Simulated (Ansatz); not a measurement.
# NiPt: the cost of one run

Computed with Ansatz 0.2.0 (DFT LDA, with the methods named in each step, unless a step's input says otherwise).

## Step 1: The starting structure

Symmetry: P4/mmm, No. 123, tetragonal system. The conventional cell has a = 2.710 Å, b = 2.710 Å, c = 3.578 Å, α = 90.00°, β = 90.00°, γ = 90.00°. Around Ni (site symmetry 4/mmm) lie 8 Pt at 2.62 Å and 4 Ni at 2.71 Å. Around Pt (site symmetry 4/mmm) lie 8 Ni at 2.62 Å and 4 Pt at 2.71 Å.

As a file:

```
Ni Pt
1.0
     0.00000    2.70994    3.57832
     2.70994    0.00000    0.00000
     0.00000    2.70994   -3.57832
Ni Pt
2 2
Cartesian
  1.3550 1.3550 1.7892
  1.3550 1.3550 -1.7892
  0.0000 0.0000 0.0000
  0.0000 2.7099 0.0000
```

In patterns such as +-, the signs follow the magnetic atoms in the order of the input.

Atoms are numbered in the order of the input: Ni1, Ni2, Pt3, Pt4.

## Step 2: Parallel moments, PAW

input.yaml reads:

```yaml
crystal:
  lattice:
    - [0.0, 2.7099397941, 3.57832]
    - [2.7099397941, 0.0, 0.0]
    - [0.0, 2.7099397941, -3.57832]
  atoms:
    - { symbol: Ni, position: [0.5, 0.5, 0.0], spin: 1.5 }
    - { symbol: Ni, position: [0.0, 0.5, 0.5], spin: 1.5 }
    - { symbol: Pt, position: [0.0, 0.0, 0.0], spin: 0.6 }
    - { symbol: Pt, position: [0.5, 0.0, 0.5], spin: 0.6 }
magnetization:
  spin_polarized: true
kpoints:
  mp_grid: { grid: [6, 10, 6] }
scf:
  occupations: { method: fermi_dirac, width: 0.1 }
  lower_state_search: "off"
hamiltonian:
  xc: lda
  pseudopotentials: { kind: paw }
output:
  forces: true
  stress: true
  eigenvalues: true
  populations: true
  write_density: true
  write_potential: true
  elf: true
  volumetric_format: npy
```

Launch:

```
$ ansatz run input.yaml --threads 2 --pin off --max-ram 6144MiB --backend cpu --events-out ev --progress --plain --runs-dir out
```

**Question.** How long does this run take on 2 threads of Arm Neoverse V2, shared host, and how much memory does it need?

About 23 s, with a peak of 0.52 GiB.
